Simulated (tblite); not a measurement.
# C2H4Cl4Ge: the cost of one run

Programs: tblite 0.8.0 and PySCF 2.14.0, with density-fitted response routines of our own. Each step states its level of theory. These are calculated values for one molecule in the gas phase, unless marked as measured. Atoms count from 0, in the outputs and in this text.

## (1) The starting structure

11 atoms, charge 0, multiplicity 1; geometry from: force field or distance geometry start.

Bonds of the start (Å): Cl0–C1 1.79, C1–C2 1.52, C2–Cl3 1.76, C2–Cl4 1.78, C2–Ge5 1.97, Ge5–Cl6 2.17, C1–H7 1.12, C1–H8 1.09, Ge5–H9 1.54, Ge5–H10 1.56.

## (2) Optimising the geometry with GFN2-xTB

Job settings and geometry (Å):

```
{"job": {"kind": "relax", "xc": "GFN2-xTB", "basis": "xTB"}, "charge": 0, "multiplicity": 1}
Cl     0.604500     1.867300     0.869900
C      1.222500     0.631100    -0.268800
C      0.469200    -0.639800     0.072800
Cl     0.938400    -1.985900    -0.952700
Cl     0.863000    -1.032800     1.767000
Ge    -1.472700    -0.326100     0.026400
Cl    -1.719200     1.744800    -0.586300
H      2.326700     0.544200    -0.088900
H      0.995700     0.971800    -1.276800
H     -2.118000    -1.243100    -1.028100
H     -2.104700    -0.528700     1.439500
```

The run is started by

```console
> OMP_NUM_THREADS=1 python probes_run.py task.json out
```

This one command runs all jobs of the session in turn.

**Question.** How long does this first job take on 1 thread of Arm Neoverse N1, shared host, and how much memory does it need?

About 1.1 s, with a peak of 0.18 GiB.
